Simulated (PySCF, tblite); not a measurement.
# C7H10B2: geometry, infrared bands and NMR shifts

What infrared bands and NMR shifts should C7H10B2 (`B1C=CBC(C2CC2)=C1`) show?

The runs use tblite 0.8.0 and PySCF 2.14.0, with density-fitted response routines of our own; the level of theory stands in each step. All values are computed, except where a source is named. Atoms are numbered from 0 throughout.

### Step 1. The molecule as given

19 atoms, charge 0, multiplicity 1; geometry from: force field or distance geometry start.

Bonds of the start (Å): B0–C1 1.56, C1–C2 1.35, C2–B3 1.59, B3–C4 1.54, C4–C5 1.48, C5–C6 1.50, C6–C7 1.53, C4–C8 1.34, C8–B0 1.58, C7–C5 1.51, B0–H9 1.19, C1–H10 1.09, C2–H11 1.10, B3–H12 1.22, C5–H13 1.12, C6–H14 1.09, C6–H15 1.11, C7–H16 1.13, C7–H17 1.10, C8–H18 1.09.

### Step 2. Optimising the geometry with GFN2-xTB

Job settings and geometry (Å):

```
{"job": {"kind": "relax", "xc": "GFN2-xTB", "basis": "xTB"}, "charge": 0, "multiplicity": 1}
B      2.367200     0.565100    -1.053900
C      2.970700    -0.138800     0.203400
C      2.151900    -0.728600     1.097300
B      0.587300    -0.682100     0.846300
C     -0.027600     0.011200    -0.389100
C     -1.481900     0.072500    -0.668000
C     -2.433000    -0.744600     0.158300
C     -2.328000     0.763200     0.380100
C      0.800900     0.585400    -1.267200
H      3.002900     1.443500    -1.550900
H      4.049000    -0.149400     0.343100
H      2.539100    -1.234300     1.992100
H     -0.170100    -0.889900     1.778500
H     -1.810000     0.164100    -1.736100
H     -2.064400    -1.405300     0.947400
H     -3.391900    -1.060200    -0.312000
H     -3.228900     1.335000    -0.000700
H     -1.911400     1.019800     1.360100
H      0.368400     1.082500    -2.136100
```

Launch:

```
$ OMP_NUM_THREADS=1 python probes_run.py task.json out
```

This one command runs all jobs of the session in turn.

**Question.** This job is followed by: GFN2-xTB harmonic vibrations, gas phase; GIAO PBE0/pcSseg-1 NMR shielding, non-relativistic, gas phase. What will the session give for the following? strongest single infrared mode (GFN2-xTB); zero-point energy (GFN2-xTB); ¹³C shifts against TMS (PBE0/pcSseg-1, means over atoms taken as alike); ¹H shifts against TMS (PBE0/pcSseg-1, means over atoms taken as alike); ¹¹B shifts against BF3·OEt2 (PBE0/pcSseg-1).

**Answer**, as computed:

| quantity | value |
| --- | --- |
| strongest single infrared mode (GFN2-xTB) | 1548 cm⁻¹, 185 km/mol |
| zero-point energy (GFN2-xTB) | 93.6 kcal/mol |
| ¹³C shifts against TMS (PBE0/pcSseg-1, means over atoms taken as alike) | 196.6, 172.8, 166.8, 155.0, 27.7, 10.4 ppm |
| ¹H shifts against TMS (PBE0/pcSseg-1, means over atoms taken as alike) | 7.72, 7.44, 7.21, 6.43, 6.13, 1.59, 0.97, 0.76 ppm |
| ¹¹B shifts against BF3·OEt2 (PBE0/pcSseg-1) | 67.1, 57.6 ppm |

Relaxing lowered the energy by 0.551 eV in 97 steps; the close pair that moved most is C7–H16, from 1.133 to 1.080 Å. All 51 modes are real, so the xTB geometry is a minimum. The strongest single mode, at 1548 cm⁻¹, moves mainly C4 and C8. Unscaled tight-binding wavenumbers are off by several per cent, some by more. Its intensities can rank the bands wrongly.
